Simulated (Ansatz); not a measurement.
The system is CsLiCr2Te2S3.

```
Cs Li Cr Te S
1.0
     3.31929    1.91639    6.87982
    -3.31929    1.91639    6.87982
     0.00000   -3.83279    6.87982
Cs Li Cr Te S
1 1 2 2 3
Direct
  0.00000 0.00000 0.00000
  0.50000 0.50000 0.50000
  0.79848 0.79848 0.79848
  0.20152 0.20152 0.20152
  0.67990 0.67990 0.67990
  0.32010 0.32010 0.32010
  0.13626 0.86374 0.50000
  0.50000 0.13626 0.86374
  0.86374 0.50000 0.13626
```

The cell was built by a generator and needn't be a form met in nature.

Base run:

- Program: Ansatz 0.2.0
- Functional: PBE
- Potentials or basis: Ansatz PAW
- Cutoff: 420 eV (not typed: the program's choice for these potentials)
- k mesh: 5 × 5 × 5
- Occupations: fermi-dirac, width 0.05 eV
- Spin: collinear spin, ferromagnetic start
- Starting moments: [0.0, 0.0, 3.0, 3.0, 0.0, 0.0, 0.0, 0.0, 0.0] μB

Its results: band gap on the k mesh none (metal or under the smearing width); pressure 0.0 GPa; net moment 4.00 μB per cell; site moments Cs -0.01; Li +0.01; Cr +2.07; Te -0.15; S -0.06 μB; largest force 0.006 eV/Å.

The run is repeated on the same cell with these changes: functional from PBE to LDA. What comes out?

Band gap on the k mesh none (metal or under the smearing width); pressure -3.9 GPa; net moment 4.00 μB per cell; site moments Cs -0.01; Li +0.01; Cr +1.95; Te -0.11; S -0.04 μB; largest force 0.482 eV/Å.

LDA binds more tightly than PBE, so the same cell stands under less pressure.

Caveats: only a ferromagnetic start was run, and an antiferromagnetic order may lie lower in energy; spin-orbit coupling is left out, which moves the levels of the heavy elements (some runs); the PAW data sets come from PBE, with cores solved anew for the run's functional, which leaves a small shift of forces and pressure (some runs).
